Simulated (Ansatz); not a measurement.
Crystal: NiAu3.

```xyz
4
Lattice="4.0282 0.0000 0.0000 0.0000 4.0282 0.0000 0.0000 0.0000 4.0282" Properties=species:S:1:pos:R:3 pbc="T T T"
Au    2.0141    2.0141    0.0000
Au    0.0000    2.0141    2.0141
Au    2.0141    0.0000    2.0141
Ni    0.0000    0.0000    0.0000
```

The cell comes from a database or a generator and needn't be the stable form of this composition.

Base run:

```yaml
Program: Ansatz 0.2.0
Functional: LDA
Potentials_or_basis: all-electron LAPW, scalar-relativistic
Cutoff: 237 eV
Density_cutoff: 948 eV
Basis_error_allowed: 0.002 eV/atom
k_mesh: 7 × 7 × 7
Occupations: fermi-dirac, width 0.05 eV
Spin: collinear spin, ferromagnetic start
Starting_moments: "[0.0, 0.0, 0.0, 1.0] μB"
```

Its results: pressure -13.9 GPa; net moment 0.00 μB per cell.

The run is repeated on the same cell with these changes: functional from LDA to PBEsol. What comes out?

Pressure -9.2 GPa; net moment 0.00 μB per cell.

PBEsol binds less tightly than LDA, so the same cell stands under more pressure.

Not every run made on this cell is shown here.
